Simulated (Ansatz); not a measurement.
# BFH6NP: the cost of one run

Program: Ansatz 0.2.0. Level of theory: RKS PBE-D4/def2-SVP. These are calculated values, not measurements.

## Step 1: The starting structure

Bond lengths: B1–N3 1.550 Å, N3–H4 1.060 Å, N3–H5 1.060 Å, B1–F6 1.320 Å, B1–P7 2.210 Å, P7–H8 1.420 Å, P7–H9 1.420 Å, P7–H10 1.564 Å. Angles: B1–N3–H4 120.0°, B1–N3–H5 120.0°, H4–N3–H5 120.0°, N3–B1–F6 120.0°, N3–B1–P7 96.8°, F6–B1–P7 101.3°, B1–P7–H8 109.5°, B1–P7–H9 109.5°, B1–P7–H10 56.9°, H8–P7–H9 109.4°, H8–P7–H10 57.6°, H9–P7–H10 145.7°.

Coordinates:

```xyz
10

B     0.0000    0.0000    0.0000
H     0.0000    0.0000    1.5400
N     1.3423    0.0000   -0.7750
H     1.8089   -0.9179   -1.0268
H     1.7937    0.9179   -1.0532
F    -1.1431    0.0000   -0.6600
P     0.0991    2.0949    0.6969
H     0.6595    2.1347    2.0010
H     0.9104    2.8515   -0.1895
H     0.0413    0.8730    1.6712
```

## Step 2: A restrained relaxation towards end A

Springs on the bonds that form and break draw the guess towards this end; the thresholds are loose.

input.yaml

```yaml
crystal:
  periodic: [false, false, false]
  atoms:
    - { symbol: B, position_ang: [0.0, 0.0, 0.0] }
    - { symbol: H, position_ang: [0.0, 0.0, 1.54] }
    - { symbol: "N", position_ang: [1.3423, 0.0, -0.775] }
    - { symbol: H, position_ang: [1.8089, -0.9179, -1.0268] }
    - { symbol: H, position_ang: [1.7937, 0.9179, -1.0532] }
    - { symbol: F, position_ang: [-1.1431, 0.0, -0.66] }
    - { symbol: P, position_ang: [0.0991, 2.0949, 0.6969] }
    - { symbol: H, position_ang: [0.6595, 2.1347, 2.001] }
    - { symbol: H, position_ang: [0.9104, 2.8515, -0.1895] }
    - { symbol: H, position_ang: [0.0413, 0.873, 1.6712] }
basis:
  gaussian: { orbitals: def2-SVP }
hamiltonian:
  xc: pbe
  dispersion: d4
relax:
  f_tol: 0.15
  max_steps: 25
  restrain:
    - { distance: [0, 6], at: 3.11, k: 30.0 }
    - { distance: [9, 1], at: 1.86, k: 30.0 }
    - { distance: [0, 1], at: 1.19, k: 30.0 }
    - { distance: [9, 6], at: 1.42, k: 30.0 }
```

The run is started by

```
$ ansatz run input.yaml --threads 2 --pin off --max-ram 3072MiB --backend cpu --events-out ev --progress --plain --runs-dir out
```

**Question.** How long does this run take on 2 threads of Arm Neoverse V1, shared host, and how much memory does it need?

About 24 s, with a peak of 0.14 GiB.
